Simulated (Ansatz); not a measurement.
# C3H8F2OSi: one species, many methods

An exercise on one series of results from a longer session: the logs are not shown, and one member is left open.

Program: Ansatz 0.2.0, Gaussian basis. Level of theory: functionals in def2-TZVPP, the program's frozen cores in correlated methods. These are calculated values, not measurements.

Levels to be run: PBE-D4, r2SCAN-D4, PBE0-D4, B3LYP-D4, ωB97X-V, ωB97M-V, B2PLYP; CCSD(T)/def2-TZVPP; MP2/def2-QZVPP; extrapolation to the limit.

### The geometry

An earlier PBE0-D4 in a triple-zeta def2 set relaxation fixed the geometry.

SMILES `CCO[Si](C)(F)F`, 15 atoms, charge 0, spin multiplicity 1.

Atoms are counted from 1 here; the program's logs count them from 0.

Bond lengths: C1–C2 1.510 Å, C1–H8 1.092 Å, C1–H9 1.092 Å, C1–H10 1.093 Å, C2–O3 1.422 Å, C2–H11 1.093 Å, C2–H12 1.096 Å, O3–Si4 1.612 Å, Si4–C5 1.832 Å, Si4–F6 1.592 Å, Si4–F7 1.592 Å, C5–H13 1.092 Å, C5–H14 1.092 Å, C5–H15 1.092 Å. Angles: C2–C1–H8 110.5°, C2–C1–H9 111.1°, C2–C1–H10 110.0°, H8–C1–H9 108.4°, H8–C1–H10 108.4°, H9–C1–H10 108.3°, C1–C2–O3 111.4°, C1–C2–H11 110.6°, C1–C2–H12 110.8°, O3–C2–H11 106.5°, O3–C2–H12 110.0°, H11–C2–H12 107.4°, C2–O3–Si4 127.3°, O3–Si4–C5 110.4°, O3–Si4–F6 109.6°, O3–Si4–F7 110.5°, C5–Si4–F6 111.3°, C5–Si4–F7 110.7° and more.

Set-up of the first run:

Input file in.yaml:

```yaml
crystal:
  periodic: [false, false, false]
  atoms:
    - {symbol: C, position_ang: [1.932089, -1.022953, 0.923476]}
    - {symbol: C, position_ang: [0.990947, -1.266314, -0.231955]}
    - {symbol: O, position_ang: [0.279412, -0.085102, -0.579713]}
    - {symbol: Si, position_ang: [-1.146133, 0.402473, -0.005637]}
    - {symbol: C, position_ang: [-1.699473, 1.917490, -0.874220]}
    - {symbol: F, position_ang: [-2.211002, -0.771163, -0.153744]}
    - {symbol: F, position_ang: [-1.059004, 0.655227, 1.564118]}
    - {symbol: H, position_ang: [2.634215, -0.222187, 0.683039]}
    - {symbol: H, position_ang: [1.382994, -0.740962, 1.824066]}
    - {symbol: H, position_ang: [2.503431, -1.929412, 1.138570]}
    - {symbol: H, position_ang: [1.546633, -1.567770, -1.123510]}
    - {symbol: H, position_ang: [0.286883, -2.072639, 0.002542]}
    - {symbol: H, position_ang: [-2.659360, 2.257293, -0.480332]}
    - {symbol: H, position_ang: [-0.970000, 2.719217, -0.743527]}
    - {symbol: H, position_ang: [-1.811630, 1.726794, -1.943174]}
basis:
  gaussian: {orbitals: def2-TZVPP}
hamiltonian: {xc: pbe, dispersion: d4}
output: {forces: true, orbitals: {seedname: orbitals}}
```

On the command line:

```bash
> ansatz run in.yaml --threads 2 --pin off --events-out ev --progress --plain --max-ram 22528MiB --backend cuda --devices 0, --max-vram 18GiB
```

Steps of the session up to this table: PBE-D4 (GGA); r2SCAN-D4 (meta-GGA); PBE0-D4 (hybrid); B3LYP-D4 (hybrid); ωB97X-V (range-separated); ωB97M-V (range-separated); B2PLYP (double hybrid); CCSD(T) in def2-TZVPP; MP2 in def2-QZVPP.

One table of the session follows, with a row left open; its other results are not shown here.

It belongs to the step «Atomisation energies». 

| method | atomisation energy (eV) |
| --- | --- |
| PBE-D4 | 64.957 |
| r2SCAN-D4 | 64.229 |
| PBE0-D4 | 63.936 |
| B3LYP-D4 | 63.911 |
| ωB97X-V | 64.175 |
| ωB97M-V | ? |
| B2PLYP | 63.463 |
| HF/def2-TZVPP | 48.180 |
| MP2/def2-TZVPP | 63.949 |
| CCSD/def2-TZVPP | 61.852 |
| CCSD(T)/def2-TZVPP | 62.654 |
| MP2/CBS | 65.542 |
| CCSD(T)/CBS | 64.246 |

Q: Estimate the row for ωB97M-V from the others.

**Answer.** atomisation energy (eV): 64.238. In the column «atomisation energy (eV)» it lies between r2SCAN-D4 (64.229) and CCSD(T)/CBS (64.246).
